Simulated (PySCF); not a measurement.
**CCSD(T)/STO-6G run of GeS (SMILES [S+]#[Ge-])**

Aim: the vertical ionisation energy of GeS at CCSD(T)/STO-6G, from 2 runs. The job is set up through a Python script.

The calculation is run with PySCF 2.14.0.

12 further runs of the same task are left out: 5 that didn't finish, 7 set aside as unsound or not needed.

## Step 1: The structure to begin with

The species is GeS (2 atoms), meant as a singlet with charge 0. SMILES: `[S+]#[Ge-]`. The bond length is the measured one.

Bond lengths: S1–Ge2 2.012 Å.

## Step 2: A single-point energy at CCSD(T)/STO-6G

The input, run.py:

```python
# germanium sulfide (GeS)
from pyscf import gto, scf, cc

system = gto.M(
    atom='''
S      0.000000     0.000000     0.000000
Ge     0.000000     0.000000     3.802291
''',
    basis='sto-6g',
    charge=0,
    max_memory=1860,
    verbose=4,
    unit='bohr',
)

mf = scf.RHF(system)
mf.conv_tol = 1e-10
mf.kernel()
if not mf.converged:
    mf = mf.newton().run(mf.mo_coeff, mf.mo_occ)

mycc = cc.CCSD(mf, frozen=14)
mycc.kernel()
e_t = mycc.ccsd_t()
e_tot = mycc.e_tot + e_t
print(f'total energy: {e_tot:.8f} hartree')
```

Run with:

```
OMP_NUM_THREADS=1 python run.py
```

The program printed:

```text
PySCF version 2.14.0

[INPUT] num. atoms = 2
[INPUT] num. electrons = 48
[INPUT] charge = 0
[INPUT] spin (= nelec alpha-beta = 2S) = 0
[INPUT] symmetry False subgroup None
[INPUT] Mole.unit = bohr
[INPUT] Symbol           X                Y                Z      unit          X                Y                Z       unit  Magmom
[INPUT]  1 S      0.000000000000   0.000000000000   0.000000000000 AA    0.000000000000   0.000000000000   0.000000000000 Bohr   0.0
[INPUT]  2 Ge     0.000000000000   0.000000000000   2.012085746486 AA    0.000000000000   0.000000000000   3.802291000000 Bohr   0.0

nuclear repulsion = 134.655658917216
number of shells = 13
number of NR pGTOs = 162
number of NR cGTOs = 27
basis = sto-6g
ecp = {}

******** <class 'pyscf.scf.hf.RHF'> ********
method = RHF
initial guess = minao
damping factor = 0
level_shift factor = 0
DIIS = <class 'pyscf.scf.diis.CDIIS'>
diis_start_cycle = 1
diis_space = 8
diis_damp = 0
SCF conv_tol = 1e-10
SCF conv_tol_grad = None
SCF max_cycles = 50
direct_scf = True
direct_scf_tol = 1e-13
Set gradient conv threshold to 1e-05
Initial guess from minao.
init E= -2458.01587933873
  HOMO = -0.461634697456956  LUMO = -0.204093995740249  gap/eV = 7.00804
cycle= 1 E= -2460.40382187937  delta_E= -2.39  |g|= 0.231  |ddm|= 2.14
  HOMO = -0.234563077764322  LUMO = 0.201849152370694  gap/eV = 11.87538
cycle= 2 E= -2460.41392118367  delta_E= -0.0101  |g|= 0.0326  |ddm|= 0.246
  HOMO = -0.233407317079363  LUMO = 0.197200417445514  gap/eV = 11.71743
cycle= 3 E= -2460.41446007179  delta_E= -0.000539  |g|= 0.0189  |ddm|= 0.0935
  HOMO = -0.23847747404797  LUMO = 0.198109313182873  gap/eV = 11.88013
cycle= 4 E= -2460.4146192805  delta_E= -0.000159  |g|= 0.00852  |ddm|= 0.042
  HOMO = -0.237935593376633  LUMO = 0.197348029052937  gap/eV = 11.84467
cycle= 5 E= -2460.41466162723  delta_E= -4.23e-05  |g|= 0.00103  |ddm|= 0.0222
  HOMO = -0.237892167066817  LUMO = 0.197335571230389  gap/eV = 11.84315
cycle= 6 E= -2460.41466267747  delta_E= -1.05e-06  |g|= 0.000279  |ddm|= 0.00361
  HOMO = -0.23788236327362  LUMO = 0.197333699695265  gap/eV = 11.84283
cycle= 7 E= -2460.41466276442  delta_E= -8.69e-08  |g|= 3.38e-05  |ddm|= 0.00126
  HOMO = -0.237886072772999  LUMO = 0.197332039543301  gap/eV = 11.84289
cycle= 8 E= -2460.41466276553  delta_E= -1.11e-09  |g|= 1.02e-06  |ddm|= 0.000159
  HOMO = -0.237886045882818  LUMO = 0.197332034402277  gap/eV = 11.84289
cycle= 9 E= -2460.41466276553  delta_E= -2.73e-12  |g|= 5.06e-07  |ddm|= 2.53e-06
  HOMO = -0.237886121734831  LUMO = 0.197332056315774  gap/eV = 11.84289
Extra cycle  E= -2460.41466276553  delta_E= 2.73e-12  |g|= 2.64e-07  |ddm|= 1.34e-06
converged SCF energy = -2460.41466276553

******** <class 'pyscf.cc.ccsd.CCSD'> ********
CC2 = 0
CCSD nocc = 10, nmo = 13
frozen orbitals 14
max_cycle = 50
direct = 0
conv_tol = 1e-07
conv_tol_normt = 1e-05
diis_space = 6
diis_start_cycle = 0
diis_start_energy_diff = 1e+09
Init t2, MP2 energy = -2460.51297267057  E_corr(MP2) -0.0983099050422496
Init E_corr(CCSD) = -0.0983099050423041
cycle = 1  E_corr(CCSD) = -0.0844676572370453  dE = 0.0138422478  norm(t1,t2) = 0.124522
cycle = 2  E_corr(CCSD) = -0.0992956515418151  dE = -0.0148279943  norm(t1,t2) = 0.0508404
cycle = 3  E_corr(CCSD) = -0.0960839101319282  dE = 0.00321174141  norm(t1,t2) = 0.0304621
cycle = 4  E_corr(CCSD) = -0.0977099030630444  dE = -0.00162599293  norm(t1,t2) = 0.00945947
cycle = 5  E_corr(CCSD) = -0.0978064993454819  dE = -9.65962824e-05  norm(t1,t2) = 0.00137431
cycle = 6  E_corr(CCSD) = -0.0977799158395202  dE = 2.6583506e-05  norm(t1,t2) = 0.000330903
cycle = 7  E_corr(CCSD) = -0.0977731541432903  dE = 6.76169623e-06  norm(t1,t2) = 0.00010703
cycle = 8  E_corr(CCSD) = -0.097777341634235  dE = -4.18749094e-06  norm(t1,t2) = 5.992e-05
cycle = 9  E_corr(CCSD) = -0.0977786246525534  dE = -1.28301832e-06  norm(t1,t2) = 1.46602e-05
cycle = 10  E_corr(CCSD) = -0.0977787649113807  dE = -1.40258827e-07  norm(t1,t2) = 4.88129e-06
cycle = 11  E_corr(CCSD) = -0.0977785793525875  dE = 1.85558793e-07  norm(t1,t2) = 1.67574e-06
cycle = 12  E_corr(CCSD) = -0.0977785386172982  dE = 4.07352894e-08  norm(t1,t2) = 4.73829e-07
CCSD converged
E(CCSD) = -2460.512441304144  E_corr = -0.0977785386172982
CCSD(T) correction = -0.0100840948803125
total energy: -2460.52252540 hartree
```

Run time: 1.4 s. Hardware: 1 thread of Arm Neoverse V1, shared host; peak memory 0.1 GiB.

## Step 3: The doublet cation at the same level

The input, calc.py:

```python
from pyscf import gto, cc

mol = gto.M(
    atom='''
S      0.000000     0.000000     0.000000
Ge     0.000000     0.000000     3.802291
''',
    verbose=3,
    charge=1,
    basis='sto-6g',
    max_memory=1860,
    unit='bohr',
    spin=1,
)

mf = mol.UHF()
mf.conv_tol = 1e-10
mf.kernel()
if not mf.converged:
    mf = mf.newton().run(mf.mo_coeff, mf.mo_occ)

mycc = cc.CCSD(mf, frozen=14)
mycc.kernel()
e_t = mycc.ccsd_t()
energy = mycc.e_tot + e_t
print('E(%s) = %.9f' % ('CCSD(T)', energy))
```

Run with:

```
OMP_NUM_THREADS=1 python calc.py
```

The program printed:

```text
converged SCF energy = -2460.18381904381  <S^2> = 0.80112964  2S+1 = 2.0504923
E(UCCSD) = -2460.291183709249  E_corr = -0.1073646654397229
UCCSD(T) correction = -0.010711600236893
E(CCSD(T)) = -2460.301895309
```

It took 1.6 s on 1 thread of Arm Neoverse V1, shared host; peak memory 0.12 GiB.

## Step 4: Outcome

At CCSD(T)/STO-6G, 14 core orbitals frozen:

```
                                                                  quantity           value
                                                 singlet GeS: total energy  -2460.52253 Eh
                         singlet GeS: dipole moment (Hartree–Fock density)          1.22 D
                          singlet GeS: HOMO energy (Hartree–Fock orbitals)        -6.47 eV
                          singlet GeS: LUMO energy (Hartree–Fock orbitals)         5.37 eV
                        singlet GeS: HOMO–LUMO gap (Hartree–Fock orbitals)        11.84 eV
                 singlet GeS: correlation energy (14 core orbitals frozen)      -107.9 mEh
                                               singlet GeS: (T) correction      -10.08 mEh
                                                singlet GeS: T1 diagnostic           0.029
                                              doublet cation: total energy  -2460.30190 Eh
doublet cation: HOMO energy (Hartree–Fock orbitals) (highest over α and β)       -14.47 eV
 doublet cation: LUMO energy (Hartree–Fock orbitals) (lowest over α and β)        -5.99 eV
              doublet cation: correlation energy (14 core orbitals frozen)      -118.1 mEh
                                            doublet cation: (T) correction      -10.71 mEh
                         doublet cation: ⟨S²⟩ of the reference determinant           0.801
                                             doublet cation: T1 diagnostic           0.049
                        vertical ionisation energy (to the doublet cation)        6.004 eV
```

**Reading.** The vertical ionisation energy comes to 6.00 eV (138 kcal/mol). In a minimal basis such a difference can be off by several eV, whatever the method. The T1 diagnostic (singlet GeS) of 0.029 is above the customary mark for such species, so a single reference may not serve. The triples (singlet GeS) make up 9.3 % of the correlation energy. The T1 diagnostic (doublet cation) of 0.049 is above the customary mark for such species, so a single reference may not serve. The triples (doublet cation) make up 9.1 % of the correlation energy.
